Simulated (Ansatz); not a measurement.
# GeH3F (GeFH3): CCSD/pcseg-1 (density fitting with cc-pVTZ-jkfit)

What is the energy difference between two shapes of GeH3F (GeFH3) at CCSD/pcseg-1 (density fitting with cc-pVTZ-jkfit)? 

The calculation is run with Ansatz 0.2.0.

2 further runs of the same task are left out: 2 that didn't finish.

## (1) The structure to begin with

The species is GeH3F (5 atoms), meant as a singlet with charge 0. SMILES: `[H][Ge]([H])([H])[F]`. The shape comes from GFN2-xTB, which is rough for such elements, and wasn't checked as a minimum.

Bond lengths: Ge1–F2 1.735 Å, Ge1–H3 1.493 Å, Ge1–H4 1.492 Å, Ge1–H5 1.493 Å. Angles: F2–Ge1–H3 103.4°, F2–Ge1–H4 103.3°, F2–Ge1–H5 103.4°, H3–Ge1–H4 114.7°, H3–Ge1–H5 114.9°, H4–Ge1–H5 114.9°.

## (2) Energy and forces at CCSD/pcseg-1 (density fitting with cc-pVTZ-jkfit)

Contents of in.yaml:

```yaml
crystal:
  periodic: [false, false, false]
  atoms:
    - symbol: Ge
      position_ang: [-0.001260, 0.000720, -0.139740]
    - symbol: F
      position_ang: [0.010260, -0.018210, 1.594920]
    - symbol: H
      position_ang: [1.448570, 0.011740, -0.494610]
    - symbol: H
      position_ang: [-0.731820, 1.260740, -0.465520]
    - symbol: H
      position_ang: [-0.725750, -1.254990, -0.495050]
basis:
  gaussian:
    orbitals: pcseg-1.json
    fitting: {mean_field: cc-pVTZ-jkfit}
hamiltonian:
  pseudopotentials: {relativity: none}
correlation:
  method: ccsd
  electrons: outside_noble_gas
output: {forces: true}
```

The basis set pcseg-1 is read from a file made from the Basis Set Exchange's data (not shown).

Run with:

```console
ansatz run in.yaml --threads 1 --pin off --max-ram 2610MiB --events-out events.jsonl --progress --plain --runs-dir runs
```

Standard output, cut to the lines that bear on the results:

```text
Warning: RAYON_NUM_THREADS=1 ignored (pool sized by the plan → 1); use --threads N
Functional definition: HF
  name "HF"
[...]
376 factors; integrals over basis functions are off by at most 2.9e-2 eV
[...]
mean field -59219.16207792 eV, -2176.2640661739 hartree, gradient 1.5e-6 eV, S^2 0.000000; 0 other end points of the search recorded, 0 dependent functions left out
15 core orbitals not correlated: weight in the atoms' cores, before any rotation towards them, 0.949 or more for the frozen orbitals, at most 0.050 for the correlated occupied ones
reference -59219.16207792 eV, -2176.2640661739 hartree; 7, 7 occupied and 34, 34 virtual orbitals, 376 factors
second order -7.76799598 eV of doubles, -0.00000000 eV of singles
cycle   1  -7.99568408 eV  change   -2.3e-1 eV  update   7.3e-2
[...]
cycle   9  -8.28437089 eV  change   -5.8e-6 eV  update   6.5e-6
[...]
Total energy: -59227.44644881 eV, -2176.5685111888 hartree
Atom 0 at    -0.001260     0.000720    -0.139740 Å, force     0.003256     0.010621    -0.327763 eV/Å
Atom 1 at     0.010260    -0.018210     1.594920 Å, force     0.009951    -0.021377     1.595502 eV/Å
Atom 2 at     1.448570     0.011740    -0.494610 Å, force     0.676453     0.001386    -0.426554 eV/Å
Atom 3 at    -0.731820     1.260740    -0.465520 Å, force    -0.350556     0.592964    -0.415296 eV/Å
Atom 4 at    -0.725750    -1.254990    -0.495050 Å, force    -0.339105    -0.583595    -0.425889 eV/Å
Dipole moment:    -0.003955     0.004827    -0.534582 e Å
```

Run time: 0.97 s. Hardware: 1 thread of Arm Neoverse V2, shared host; peak memory 0.11 GiB.

## (3) The distorted shape at the same level

Contents of in.yaml:

```yaml
crystal:
  periodic: [false, false, false]
  atoms:
    - symbol: Ge
      position_ang: [-0.015537, 0.009882, -0.189863]
    - symbol: F
      position_ang: [-0.098327, -0.000513, 1.565601]
    - symbol: H
      position_ang: [1.532013, 0.017329, -0.382108]
    - symbol: H
      position_ang: [-0.649775, 1.219190, -0.498552]
    - symbol: H
      position_ang: [-0.797576, -1.284973, -0.466417]
basis:
  gaussian:
    orbitals: pcseg-1.json
    fitting: {mean_field: cc-pVTZ-jkfit}
hamiltonian:
  pseudopotentials: {relativity: none}
correlation:
  method: ccsd
  electrons: outside_noble_gas
output: {forces: true}
```

The basis set pcseg-1 is read from a file made from the Basis Set Exchange's data (not shown).

Run with:

```console
ansatz run in.yaml --threads 1 --pin off --max-ram 2610MiB --events-out events.jsonl --progress --plain --runs-dir runs
```

Standard output, cut to the lines that bear on the results:

```text
Warning: RAYON_NUM_THREADS=1 ignored (pool sized by the plan → 1); use --threads N
[... 2 set-up lines as earlier in the session ...]
[...]
376 factors; integrals over basis functions are off by at most 3.2e-2 eV
[...]
mean field -59218.91174547 eV, -2176.2548666260 hartree, gradient 2.0e-6 eV, S^2 0.000000; 0 other end points of the search recorded, 0 dependent functions left out
15 core orbitals not correlated: weight in the atoms' cores, before any rotation towards them, 0.962 or more for the frozen orbitals, at most 0.037 for the correlated occupied ones
reference -59218.91174547 eV, -2176.2548666260 hartree; 7, 7 occupied and 34, 34 virtual orbitals, 376 factors
second order -7.78483543 eV of doubles, -0.00000000 eV of singles
cycle   1  -8.01443031 eV  change   -2.3e-1 eV  update   7.4e-2
[...]
cycle   9  -8.30912261 eV  change   -8.1e-6 eV  update   8.4e-6
[...]
Total energy: -59227.22086808 eV, -2176.5602212497 hartree
Atom 0 at    -0.015537     0.009882    -0.189863 Å, force     1.778521    -2.675577     0.960622 eV/Å
Atom 1 at    -0.098327    -0.000513     1.565601 Å, force    -0.052917     0.055488     1.096251 eV/Å
Atom 2 at     1.532013     0.017329    -0.382108 Å, force    -0.524864    -0.138030    -0.414210 eV/Å
Atom 3 at    -0.649775     1.219190    -0.498552 Å, force    -1.413434     2.619159    -1.132323 eV/Å
Atom 4 at    -0.797576    -1.284973    -0.466417 Å, force     0.212694     0.138960    -0.510340 eV/Å
Dipole moment:     0.001928     0.029091    -0.605402 e Å
```

Run time: 0.99 s. Hardware: 1 thread of Arm Neoverse V2, shared host; peak memory 0.11 GiB.

## (4) What came out

Level: CCSD/pcseg-1 (density fitting with cc-pVTZ-jkfit), 15 core orbitals frozen.

| quantity | value |
| --- | --- |
| first shape: total energy | -2176.56851 Eh |
| first shape: dipole moment (correlated density) | 2.57 D |
| first shape: correlation energy (15 core orbitals frozen) | -304.4 mEh |
| first shape: T1 diagnostic | 0.012 |
| first shape: largest force on an atom | 1.596 eV/Å |
| distorted shape: total energy | -2176.56022 Eh |
| distorted shape: dipole moment (correlated density) | 2.91 D |
| distorted shape: correlation energy (15 core orbitals frozen) | -305.4 mEh |
| distorted shape: T1 diagnostic | 0.012 |
| distorted shape: largest force on an atom | 3.353 eV/Å |
| energy change with the atoms displaced | 0.226 eV |

**Reading.** With the atoms displaced the energy rises by 0.23 eV (5.2 kcal/mol). The first shape isn't relaxed at this level, so the change isn't measured from a minimum. The largest force (first shape) is 1.60 eV/Å: the shape isn't a stationary point for this species at this level. Mulliken charges (first shape) run from -0.55 on F2 to +0.63 on Ge1. Mulliken charges (distorted shape) run from -0.56 on F2 to +0.62 on Ge1; they depend strongly on the basis.
